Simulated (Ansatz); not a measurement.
# Hf2N: a two-dimensional strain map

Aim: for Hf2N, map the energy over biaxial and axial strain.

Program: Ansatz 0.2.0. Level of theory: DFT PBEsol, scalar-relativistic, plane waves, PAW. These are calculated values, not measurements.

1 further run of the same task is left out (set aside as unsound or not needed). Runs told in other sessions of the task aren't counted.

## (1) The structure to begin with

The structure is tetragonal, space group P4_2/mnm (No. 136). The conventional cell has a = 5.296 Å, b = 5.296 Å, c = 3.227 Å, α = 90.00°, β = 90.00°, γ = 90.00°. Hf (site symmetry m2m) has 3 N at 2.21 to 2.22 Å in its first shell of neighbours. Around N (site symmetry mmm) lie 6 Hf at 2.21 to 2.22 Å.

Coordinates:

```cif
data_structure
_symmetry_space_group_name_H-M 'P4_2/mnm'
_symmetry_Int_Tables_number 136
_cell_length_a 5.2955
_cell_length_b 5.2955
_cell_length_c 3.2274
_cell_angle_alpha 90.000
_cell_angle_beta 90.000
_cell_angle_gamma 90.000
_cell_volume 90.51
loop_
_atom_site_label
_atom_site_type_symbol
_atom_site_symmetry_multiplicity
_atom_site_Wyckoff_symbol
_atom_site_fract_x
_atom_site_fract_y
_atom_site_fract_z
_atom_site_occupancy
Hf1 Hf 4 f 0.29546 0.29546 0.00000 1
N1 N 2 a 0.00000 0.00000 0.00000 1
```

It goes back to an entry of the Materials Project, which need not be the stable form.

This cell was relaxed beforehand with the same method: volume 15.08 Å³/atom, gap on the mesh none (metal).

## (2) The reference cell

The reference gives a free energy of -63157.1056 eV, pressure -0.01 GPa, largest force 0.012 eV/Å and gap on the mesh none (metal). It was computed beforehand with the settings of the runs below.

## (3) Setting up a two-dimensional strain map

The cell is strained by p along both x and y and by q along z, with fractional coordinates fixed.

## (4) At p = -0.030, q = -0.030

The input, input.yaml:

```yaml
crystal:
  lattice:
    - [5.1366727569, 0.0, 0.0]
    - [0.0, 5.1366727569, 0.0]
    - [0.0, 0.0, 3.1306255138]
  atoms:
    - { symbol: Hf, position: [0.2954633019, 0.2954633019, 0.0] }
    - { symbol: Hf, position: [0.7045366981, 0.7045366981, 0.0] }
    - { symbol: Hf, position: [0.7954633019, 0.2045366981, 0.5] }
    - { symbol: Hf, position: [0.2045366981, 0.7954633019, 0.5] }
    - { symbol: "N", position: [0.0, 0.0, 0.0] }
    - { symbol: "N", position: [0.5, 0.5, 0.5] }
basis:
  ecutwfc: 420
kpoints:
  mp_grid: { grid: [10, 10, 14] }
hamiltonian:
  xc: pbesol
scf:
  occupations: { method: gaussian, width: 0.15 }
output:
  forces: true
  stress: true
  eigenvalues: true
```

On the command line:

```sh
$ ansatz run input.yaml --threads 2 --pin off --max-ram 5120MiB --backend cpu --events-out ev --progress --plain --runs-dir out
```

The program printed, cut to the lines that bear on the results:

```text
Warning: RAYON_NUM_THREADS=2 ignored (pool sized by the plan → 2); use --threads N
[...]
Pseudopotentials: kind: paw
Pseudopotential: Hf, paw, valence charge 26, recommended cutoff 420 eV (normal), Hf.paw.azcp
Pseudopotential: N, paw, valence charge 5, recommended cutoff 420 eV (normal), N.paw.azcp
Functional definition: PBEsol
[...]
Crystal: 6 atoms, lattice volume = 82.603 Å³
Basis set: ecut = 420 eV, 1595 PW (Γ), exchange–correlation on 72×72×48 points (8 copies of the dense FFT grid, shifted against one another)
Bands: 69, of which v1, the nominal top of the filled ones, is band 57 counted from 1 (56 counted from 0)
Symmetry: 16 space group operations
Space group: P42/mnm (ITA 136), of the structure as read, at distance tolerance 4.4e-5 Å
k-points: 168 of 1400
[...]
SCF iter   1: F=—  HF=-63156.589646 eV  |F-HF|=—  |Δ(HF+E_count)|=         —  Δρ=7.41e-3  dr2=2.22e-2  ethr=1.77e-3  ⟨swp⟩=4.8  Hψ=34912  notcnv=0  defer=155
[...]
SCF iter   7: F=-63156.586718 eV  HF=-63156.586718 eV  |F-HF|=4.66e-8  |Δ(HF+E_count)|=   4.05e-7  Δρ=7.58e-6  dr2=7.11e-8  ethr=8.77e-11  ⟨swp⟩=9.0  Hψ=60452  notcnv=0
[...]
SCF converged after 7 iterations
Free energy (F): -63156.586718 eV
[...]
E sigma→0 (E₀):  -63156.573898 eV
Entropy (-TS):   -0.025640 eV (-4.273 meV/atom)
Fermi energy:    23.326891 eV
[...]
--- Forces (eV/Å), atoms counted from 1 ---
  atom   1  Hf    -0.14461381    -0.14461381     0.00000000
  atom   2  Hf     0.14461381     0.14461381     0.00000000
  atom   3  Hf    -0.14461381     0.14461381     0.00000000
  atom   4  Hf     0.14461381    -0.14461381     0.00000000
  atom   5  N      0.00000000    -0.00000000     0.00000000
  atom   6  N      0.00000000     0.00000000     0.00000000
[...]
--- Stress (GPa, compression-positive) ---
       22.330632       0.000000       0.000000
        0.000000      22.330632       0.000000
        0.000000       0.000000      23.520176
  P = ⅓ Tr σ = 22.7271 GPa (227.271 kbar)
--- Band table (eV; the first three rows and the last of 168) ---
[...]
```

Wall time 20 s (2 threads of Intel Xeon Platinum 8488C (Sapphire Rapids), shared host); peak memory 0.93 GiB.

## (5) p = -0.030, q = 0.000

Changes to input.yaml since step 4:

```diff
@@ -4,3 +4,3 @@
     - [0.0, 5.1366727569, 0.0]
-    - [0.0, 0.0, 3.1306255138]
+    - [0.0, 0.0, 3.2274489833]
   atoms:
```

On the command line:

```sh
$ ansatz run input.yaml --threads 2 --pin off --max-ram 5120MiB --backend cpu --events-out ev --progress --plain --runs-dir out
```

The program printed, cut to the lines that bear on the results:

```text
Warning: RAYON_NUM_THREADS=2 ignored (pool sized by the plan → 2); use --threads N
[...]
[... 4 set-up lines as earlier in the session ...]
[...]
Crystal: 6 atoms, lattice volume = 85.158 Å³
Basis set: ecut = 420 eV, 1659 PW (Γ), exchange–correlation on 72×72×48 points (8 copies of the dense FFT grid, shifted against one another)
Bands: 69, of which v1, the nominal top of the filled ones, is band 57 counted from 1 (56 counted from 0)
[... 2 set-up lines as earlier in the session ...]
k-points: 168 of 1400
[...]
SCF iter   1: F=—  HF=-63156.836106 eV  |F-HF|=—  |Δ(HF+E_count)|=         —  Δρ=7.39e-3  dr2=2.26e-2  ethr=1.77e-3  ⟨swp⟩=4.7  Hψ=34522  notcnv=0  defer=117
[...]
SCF iter   7: F=-63156.833336 eV  HF=-63156.833336 eV  |F-HF|=6.01e-8  |Δ(HF+E_count)|=   5.80e-7  Δρ=8.31e-6  dr2=8.96e-8  ethr=8.77e-11  ⟨swp⟩=8.9  Hψ=59364  notcnv=0
[...]
SCF converged after 7 iterations
Free energy (F): -63156.833336 eV
[...]
E sigma→0 (E₀):  -63156.819936 eV
Entropy (-TS):   -0.026800 eV (-4.467 meV/atom)
Fermi energy:    22.605902 eV
[...]
--- Forces (eV/Å), atoms counted from 1 ---
  atom   1  Hf    -0.08127138    -0.08127138     0.00000000
  atom   2  Hf     0.08127138     0.08127138     0.00000000
  atom   3  Hf    -0.08127138     0.08127138     0.00000000
  atom   4  Hf     0.08127138    -0.08127138     0.00000000
  atom   5  N     -0.00000000     0.00000000     0.00000000
  atom   6  N     -0.00000000     0.00000000     0.00000000
[...]
--- Stress (GPa, compression-positive) ---
       17.169989       0.000000       0.000000
        0.000000      17.169989       0.000000
        0.000000       0.000000       7.931442
  P = ⅓ Tr σ = 14.0905 GPa (140.905 kbar)
--- Band table (eV; the first three rows and the last of 168) ---
[...]
```

Run time: 20 s. Hardware: 2 threads of Intel Xeon Platinum 8488C (Sapphire Rapids), shared host; peak memory 0.95 GiB.

## (6) At p = -0.030, q = 0.030

Changes to input.yaml since step 5:

```diff
@@ -4,3 +4,3 @@
     - [0.0, 5.1366727569, 0.0]
-    - [0.0, 0.0, 3.2274489833]
+    - [0.0, 0.0, 3.3242724528]
   atoms:
```

On the command line:

```sh
$ ansatz run input.yaml --threads 2 --pin off --max-ram 5120MiB --backend cpu --events-out ev --progress --plain --runs-dir out
```

The program printed, cut to the lines that bear on the results:

```text
[...]
SCF converged after 8 iterations
Free energy (F): -63156.855150 eV
[...]
E sigma→0 (E₀):  -63156.840885 eV
Entropy (-TS):   -0.028530 eV (-4.755 meV/atom)
Fermi energy:    21.923646 eV
[...]
--- Forces (eV/Å), atoms counted from 1 ---
  atom   1  Hf    -0.06798764    -0.06798764    -0.00000000
  atom   2  Hf     0.06798764     0.06798764     0.00000000
  atom   3  Hf    -0.06798764     0.06798764     0.00000000
  atom   4  Hf     0.06798764    -0.06798764    -0.00000000
  atom   5  N     -0.00000000     0.00000000     0.00000000
  atom   6  N     -0.00000000    -0.00000000     0.00000000
[...]
--- Stress (GPa, compression-positive) ---
       12.650379      -0.000000      -0.000000
       -0.000000      12.650379      -0.000000
       -0.000000      -0.000000      -4.730606
  P = ⅓ Tr σ = 6.8567 GPa (68.567 kbar)
--- Band table (eV; the first three rows and the last of 168) ---
[...]
```

Run time: 21 s. Hardware: 2 threads of Intel Xeon Platinum 8488C (Sapphire Rapids), shared host; peak memory 0.95 GiB.

## (7) Point p = 0.000, q = -0.030

Changes to input.yaml since step 6:

```diff
@@ -2,5 +2,5 @@
   lattice:
-    - [5.1366727569, 0.0, 0.0]
-    - [0.0, 5.1366727569, 0.0]
-    - [0.0, 0.0, 3.3242724528]
+    - [5.2955389246, 0.0, 0.0]
+    - [0.0, 5.2955389246, 0.0]
+    - [0.0, 0.0, 3.1306255138]
   atoms:
```

On the command line:

```sh
$ ansatz run input.yaml --threads 2 --pin off --max-ram 5120MiB --backend cpu --events-out ev --progress --plain --runs-dir out
```

The program printed, cut to the lines that bear on the results:

```text
[...]
SCF converged after 8 iterations
Free energy (F): -63156.991785 eV
[...]
E sigma→0 (E₀):  -63156.978516 eV
Entropy (-TS):   -0.026539 eV (-4.423 meV/atom)
Fermi energy:    21.870819 eV
[...]
--- Forces (eV/Å), atoms counted from 1 ---
  atom   1  Hf    -0.04085935    -0.04085935     0.00000000
  atom   2  Hf     0.04085935     0.04085935     0.00000000
  atom   3  Hf    -0.04085935     0.04085935     0.00000000
  atom   4  Hf     0.04085935    -0.04085935     0.00000000
  atom   5  N     -0.00000000    -0.00000000     0.00000000
  atom   6  N     -0.00000000     0.00000000     0.00000000
[...]
--- Stress (GPa, compression-positive) ---
        3.625618       0.000000       0.000000
        0.000000       3.625618       0.000000
        0.000000       0.000000      13.911756
  P = ⅓ Tr σ = 7.0543 GPa (70.543 kbar)
--- Band table (eV; the first three rows and the last of 168) ---
[...]
```

Run time: 22 s. Hardware: 2 threads of Intel Xeon Platinum 8488C (Sapphire Rapids), shared host; peak memory 0.97 GiB.

## (8) At p = 0.000, q = 0.030

Changes to input.yaml since step 7:

```diff
@@ -4,3 +4,3 @@
     - [0.0, 5.2955389246, 0.0]
-    - [0.0, 0.0, 3.1306255138]
+    - [0.0, 0.0, 3.3242724528]
   atoms:
```

On the command line:

```sh
$ ansatz run input.yaml --threads 2 --pin off --max-ram 5120MiB --backend cpu --events-out ev --progress --plain --runs-dir out
```

The program printed, cut to the lines that bear on the results:

```text
Warning: RAYON_NUM_THREADS=2 ignored (pool sized by the plan → 2); use --threads N
[...]
[... 4 set-up lines as earlier in the session ...]
[...]
Crystal: 6 atoms, lattice volume = 93.222 Å³
Basis set: ecut = 420 eV, 1851 PW (Γ), exchange–correlation on 72×72×48 points (8 copies of the dense FFT grid, shifted against one another)
Bands: 69, of which v1, the nominal top of the filled ones, is band 57 counted from 1 (56 counted from 0)
[... 1 set-up line as earlier in the session ...]
Space group: P42/mnm (ITA 136), of the structure as read, at distance tolerance 4.5e-5 Å
k-points: 168 of 1400
[...]
SCF iter   1: F=—  HF=-63157.007493 eV  |F-HF|=—  |Δ(HF+E_count)|=         —  Δρ=6.46e-3  dr2=1.91e-2  ethr=1.77e-3  ⟨swp⟩=4.5  Hψ=33518  notcnv=0  defer=63
[...]
SCF iter   8: F=-63157.005907 eV  HF=-63157.005907 eV  |F-HF|=9.94e-9  |Δ(HF+E_count)|=   8.21e-8  Δρ=3.52e-6  dr2=1.31e-8  ethr=8.77e-11  ⟨swp⟩=9.9  Hψ=54585  notcnv=0
[...]
SCF converged after 8 iterations
Free energy (F): -63157.005907 eV
[...]
E sigma→0 (E₀):  -63156.991294 eV
Entropy (-TS):   -0.029228 eV (-4.871 meV/atom)
Fermi energy:    20.542240 eV
[...]
--- Forces (eV/Å), atoms counted from 1 ---
  atom   1  Hf    -0.02020071    -0.02020071     0.00000000
  atom   2  Hf     0.02020071     0.02020071     0.00000000
  atom   3  Hf    -0.02020071     0.02020071     0.00000000
  atom   4  Hf     0.02020071    -0.02020071     0.00000000
  atom   5  N      0.00000000    -0.00000000     0.00000000
  atom   6  N     -0.00000000     0.00000000     0.00000000
[...]
--- Stress (GPa, compression-positive) ---
       -3.102204       0.000000       0.000000
        0.000000      -3.102204       0.000000
        0.000000       0.000000     -11.331836
  P = ⅓ Tr σ = -5.8454 GPa (-58.454 kbar)
--- Band table (eV; the first three rows and the last of 168) ---
[...]
```

Wall time 22 s (2 threads of Intel Xeon Platinum 8488C (Sapphire Rapids), shared host); peak memory 1 GiB.

## (9) At p = 0.030, q = -0.030

Changes to input.yaml since step 8:

```diff
@@ -2,5 +2,5 @@
   lattice:
-    - [5.2955389246, 0.0, 0.0]
-    - [0.0, 5.2955389246, 0.0]
-    - [0.0, 0.0, 3.3242724528]
+    - [5.4544050923, 0.0, 0.0]
+    - [0.0, 5.4544050923, 0.0]
+    - [0.0, 0.0, 3.1306255138]
   atoms:
```

On the command line:

```sh
$ ansatz run input.yaml --threads 2 --pin off --max-ram 5120MiB --backend cpu --events-out ev --progress --plain --runs-dir out
```

The program printed, cut to the lines that bear on the results:

```text
Warning: RAYON_NUM_THREADS=2 ignored (pool sized by the plan → 2); use --threads N
[...]
[... 4 set-up lines as earlier in the session ...]
[...]
Crystal: 6 atoms, lattice volume = 93.138 Å³
Basis set: ecut = 420 eV, 1815 PW (Γ), exchange–correlation on 80×80×48 points (8 copies of the dense FFT grid, shifted against one another)
Bands: 69, of which v1, the nominal top of the filled ones, is band 57 counted from 1 (56 counted from 0)
[... 2 set-up lines as earlier in the session ...]
k-points: 168 of 1400
[...]
SCF iter   1: F=—  HF=-63156.867040 eV  |F-HF|=—  |Δ(HF+E_count)|=         —  Δρ=6.02e-3  dr2=1.71e-2  ethr=1.77e-3  ⟨swp⟩=4.5  Hψ=33471  notcnv=0  defer=58
[...]
SCF iter   7: F=-63156.864901 eV  HF=-63156.864901 eV  |F-HF|=3.63e-8  |Δ(HF+E_count)|=   5.88e-8  Δρ=8.75e-6  dr2=5.54e-8  ethr=8.77e-11  ⟨swp⟩=10.3  Hψ=57911  notcnv=0
[...]
SCF converged after 7 iterations
Free energy (F): -63156.864901 eV
[...]
E sigma→0 (E₀):  -63156.850420 eV
Entropy (-TS):   -0.028961 eV (-4.827 meV/atom)
Fermi energy:    20.529416 eV
[...]
--- Forces (eV/Å), atoms counted from 1 ---
  atom   1  Hf     0.11514664     0.11514664     0.00000000
  atom   2  Hf    -0.11514664    -0.11514664     0.00000000
  atom   3  Hf     0.11514664    -0.11514664     0.00000000
  atom   4  Hf    -0.11514664     0.11514664     0.00000000
  atom   5  N     -0.00000000    -0.00000000     0.00000000
  atom   6  N     -0.00000000     0.00000000     0.00000000
[...]
--- Stress (GPa, compression-positive) ---
      -10.465180       0.000000       0.000000
        0.000000     -10.465180       0.000000
        0.000000       0.000000       6.825002
  P = ⅓ Tr σ = -4.7018 GPa (-47.018 kbar)
--- Band table (eV; the first three rows and the last of 168) ---
[...]
```

Wall time 22 s (2 threads of Intel Xeon Platinum 8488C (Sapphire Rapids), shared host); peak memory 1 GiB.

## (10) p = 0.030, q = 0.000

Changes to input.yaml since step 9:

```diff
@@ -4,3 +4,3 @@
     - [0.0, 5.4544050923, 0.0]
-    - [0.0, 0.0, 3.1306255138]
+    - [0.0, 0.0, 3.2274489833]
   atoms:
```

On the command line:

```sh
$ ansatz run input.yaml --threads 2 --pin off --max-ram 5120MiB --backend cpu --events-out ev --progress --plain --runs-dir out
```

The program printed, cut to the lines that bear on the results:

```text
Warning: RAYON_NUM_THREADS=2 ignored (pool sized by the plan → 2); use --threads N
[...]
[... 4 set-up lines as earlier in the session ...]
[...]
Crystal: 6 atoms, lattice volume = 96.018 Å³
Basis set: ecut = 420 eV, 1871 PW (Γ), exchange–correlation on 80×80×48 points (8 copies of the dense FFT grid, shifted against one another)
Bands: 69, of which v1, the nominal top of the filled ones, is band 57 counted from 1 (56 counted from 0)
[... 1 set-up line as earlier in the session ...]
Space group: P42/mnm (ITA 136), of the structure as read, at distance tolerance 4.6e-5 Å
k-points: 168 of 1400
[...]
SCF iter   1: F=—  HF=-63156.872676 eV  |F-HF|=—  |Δ(HF+E_count)|=         —  Δρ=5.85e-3  dr2=1.62e-2  ethr=1.77e-3  ⟨swp⟩=4.4  Hψ=33521  notcnv=0  defer=52
[...]
SCF iter   7: F=-63156.871332 eV  HF=-63156.871332 eV  |F-HF|=5.71e-8  |Δ(HF+E_count)|=   9.17e-8  Δρ=9.61e-6  dr2=9.01e-8  ethr=8.77e-11  ⟨swp⟩=9.9  Hψ=64066  notcnv=0
[...]
SCF converged after 7 iterations
Free energy (F): -63156.871332 eV
[...]
E sigma→0 (E₀):  -63156.856603 eV
Entropy (-TS):   -0.029458 eV (-4.910 meV/atom)
Fermi energy:    19.881964 eV
[...]
--- Forces (eV/Å), atoms counted from 1 ---
  atom   1  Hf     0.12105386     0.12105386     0.00000000
  atom   2  Hf    -0.12105386    -0.12105386     0.00000000
  atom   3  Hf     0.12105386    -0.12105386     0.00000000
  atom   4  Hf    -0.12105386     0.12105386     0.00000000
  atom   5  N     -0.00000000    -0.00000000     0.00000000
  atom   6  N     -0.00000000     0.00000000     0.00000000
[...]
--- Stress (GPa, compression-positive) ---
      -12.911183       0.000000       0.000000
        0.000000     -12.911183       0.000000
        0.000000       0.000000      -5.689878
  P = ⅓ Tr σ = -10.5041 GPa (-105.041 kbar)
--- Band table (eV; the first three rows and the last of 168) ---
[...]
```

Run time: 23 s. Hardware: 2 threads of Intel Xeon Platinum 8488C (Sapphire Rapids), shared host; peak memory 1 GiB.

## (11) At p = 0.030, q = 0.030

Changes to input.yaml since step 10:

```diff
@@ -4,3 +4,3 @@
     - [0.0, 5.4544050923, 0.0]
-    - [0.0, 0.0, 3.2274489833]
+    - [0.0, 0.0, 3.3242724528]
   atoms:
```

On the command line:

```sh
$ ansatz run input.yaml --threads 2 --pin off --max-ram 5120MiB --backend cpu --events-out ev --progress --plain --runs-dir out
```

The program printed, cut to the lines that bear on the results:

```text
[...]
SCF converged after 8 iterations
Free energy (F): -63156.674565 eV
[...]
E sigma→0 (E₀):  -63156.659096 eV
Entropy (-TS):   -0.030938 eV (-5.156 meV/atom)
Fermi energy:    19.269629 eV
[...]
--- Forces (eV/Å), atoms counted from 1 ---
  atom   1  Hf     0.08815485     0.08815485     0.00000000
  atom   2  Hf    -0.08815485    -0.08815485     0.00000000
  atom   3  Hf     0.08815485    -0.08815485     0.00000000
  atom   4  Hf    -0.08815485     0.08815485     0.00000000
  atom   5  N     -0.00000000    -0.00000000     0.00000000
  atom   6  N     -0.00000000     0.00000000     0.00000000
[...]
--- Stress (GPa, compression-positive) ---
      -14.944450       0.000000       0.000000
        0.000000     -14.944450       0.000000
        0.000000       0.000000     -15.826727
  P = ⅓ Tr σ = -15.2385 GPa (-152.385 kbar)
--- Band table (eV; the first three rows and the last of 168) ---
[...]
```

Wall time 25 s (2 threads of Intel Xeon Platinum 8488C (Sapphire Rapids), shared host); peak memory 1 GiB.

## (12) At p = -0.030, q = -0.015

Changes to input.yaml since step 11:

```diff
@@ -2,5 +2,5 @@
   lattice:
-    - [5.4544050923, 0.0, 0.0]
-    - [0.0, 5.4544050923, 0.0]
-    - [0.0, 0.0, 3.3242724528]
+    - [5.1366727569, 0.0, 0.0]
+    - [0.0, 5.1366727569, 0.0]
+    - [0.0, 0.0, 3.1790372486]
   atoms:
```

On the command line:

```sh
$ ansatz run input.yaml --threads 2 --pin off --max-ram 5120MiB --backend cpu --events-out ev --progress --plain --runs-dir out
```

The program printed, cut to the lines that bear on the results:

```text
[...]
SCF converged after 7 iterations
Free energy (F): -63156.741094 eV
[...]
E sigma→0 (E₀):  -63156.728012 eV
Entropy (-TS):   -0.026163 eV (-4.361 meV/atom)
Fermi energy:    22.961179 eV
[...]
--- Forces (eV/Å), atoms counted from 1 ---
  atom   1  Hf    -0.10613712    -0.10613712     0.00000000
  atom   2  Hf     0.10613712     0.10613712     0.00000000
  atom   3  Hf    -0.10613712     0.10613712     0.00000000
  atom   4  Hf     0.10613712    -0.10613712     0.00000000
  atom   5  N     -0.00000000    -0.00000000     0.00000000
  atom   6  N     -0.00000000     0.00000000     0.00000000
[...]
--- Stress (GPa, compression-positive) ---
       19.660367       0.000000       0.000000
        0.000000      19.660367       0.000000
        0.000000       0.000000      15.338981
  P = ⅓ Tr σ = 18.2199 GPa (182.199 kbar)
--- Band table (eV; the first three rows and the last of 168) ---
[...]
```

It took 19 s on 2 threads of Intel Xeon Platinum 8488C (Sapphire Rapids), shared host; peak memory 0.94 GiB.

## (13) All points together

Energy above the undisturbed cell in meV/atom; points alike by symmetry are filled in, and a dash was not computed:

```
 p \ q  -0.030  -0.015  0.000  0.015  0.030
-0.030    86.5    60.7   45.4      –   41.7
-0.015       –       –      –      –      –
 0.000    19.0       –    0.0      –   16.6
 0.015       –       –      –      –      –
 0.030    40.1       –   39.0      –   71.8
```

Pressure in GPa:

| p \ q | -0.030 | -0.015 | 0.000 | 0.015 | 0.030 |
| --- | --- | --- | --- | --- | --- |
| -0.030 | 22.7 | 18.2 | 14.1 | – | 6.9 |
| -0.015 | – | – | – | – | – |
| 0.000 | 7.1 | – | 0.0 | – | -5.8 |
| 0.015 | – | – | – | – | – |
| 0.030 | -4.7 | – | -10.5 | – | -15.2 |

## (14) Outcome

```
                         quantity                                       value
                    highest point  86.5 meV/atom at (p, q) = (-0.030, -0.030)
lowest point away from the origin             16.6 meV/atom at (0.000, 0.030)
```

No computed point lies below the origin. At |p| = |q| = 0.030, points where p and q have the same sign cost 79.2 meV/atom on average, those of opposite sign 40.9: stretching in the plane is cheaper with a contraction along z. The runs treat Hf without spin-orbit coupling.
